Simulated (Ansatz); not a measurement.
H4O3Si, SMILES O[SiH](O)O, a short molecular-dynamics run

Program: the Python package of Ansatz (0.2.0).

At the Python prompt:
```pycon
>>> import warnings
>>> import ansatz as az
>>> import numpy as np
>>> SETTINGS = {
...     "basis": "6-31G*",
...     "functional": "pbe0",
...     "dispersion": "d3bj",
...     "n_steps": 20,
...     "temperature_k": 300,
... }
>>> warnings.simplefilter("ignore", az.DeckWarning)
>>> mol = (
...     az.Crystal.molecule()
...     .atom("O", (0.4442, 1.4198, -0.2921))
...     .atom("Si", (-0.1743, 0.0475, 0.3146))
...     .atom("O", (1.0647, -0.981, 0.4747))
...     .atom("O", (-1.1506, -0.5912, -0.769))
...     .atom("H", (-0.1664, 1.8303, -1.0167))
...     .atom("H", (-0.8321, 0.2957, 1.6084))
...     .atom("H", (1.9862, -0.5365, 0.5133))
...     .atom("H", (-1.0796, -1.5416, -0.8891))
... )
>>> calc = (
...     mol.calculation()
...     .basis(gaussian=SETTINGS["basis"])
...     .functional(SETTINGS["functional"], dispersion=SETTINGS["dispersion"])
...     .md("nvt_nose_hoover", timestep=0.25, steps=SETTINGS["n_steps"], temperature=SETTINGS["temperature_k"], initial_velocities="maxwell_boltzmann", seed=36, thermostat_time=20)
... )
>>> frames = []
>>> calc.session().plan().execute(on_event=lambda e: frames.append(e["data"]) if e["event"] == "md_step" else None)
<ansatz.RunOutcome object at 0x...>
>>> print("t (fs)   E_pot (eV)      E_kin (eV)   T (K)   d(0-1) (A)")
t (fs)   E_pot (eV)      E_kin (eV)   T (K)   d(0-1) (A)
>>> for f in frames[::2]:
...     xyz = np.array(f["positions_ang"])
...     print(f"{f['time_fs']:6.2f} {f['lagrangian_ev']:14.5f} {f['e_kin_ev']:10.5f} {f['temperature_k']:8.1f} {np.linalg.norm(xyz[0] - xyz[1]):9.4f}")
...
  0.00   -14076.45899    0.23267    300.0    1.6229
  0.50   -14076.45199    0.22570    291.0    1.6225
  1.00   -14076.46735    0.24092    310.6    1.6223
  1.50   -14076.49582    0.26910    347.0    1.6225
  2.00   -14076.51997    0.29285    377.6    1.6228
  2.50   -14076.52071    0.29325    378.1    1.6234
  3.00   -14076.48832    0.26073    336.2    1.6240
  3.50   -14076.43210    0.20470    263.9    1.6245
  4.00   -14076.37914    0.15206    196.1    1.6250
  4.50   -14076.35892    0.13199    170.2    1.6253
  5.00   -14076.38505    0.15797    203.7    1.6255
>>> kept = np.array([f["conserved_ev"] for f in frames])
>>> print(f"conserved energy moves by at most {1000 * np.ptp(kept):.3f} meV")
conserved energy moves by at most 1.211 meV
```

Notes:
- The settings weren't tested for convergence.
- The trajectory is only some femtoseconds long, so its temperature is not equilibrated; where the script doesn't relax first, it starts from a rough generated geometry.
- The temperature counts the internal degrees of freedom alone.
- Timing: 29 s on 1 thread of Intel(R) Xeon(R) 6975P-C (Granite Rapids), with other jobs on the host, peak memory 0.21 GiB.

(Lines on the test bed's own set-up are left out of the output.)
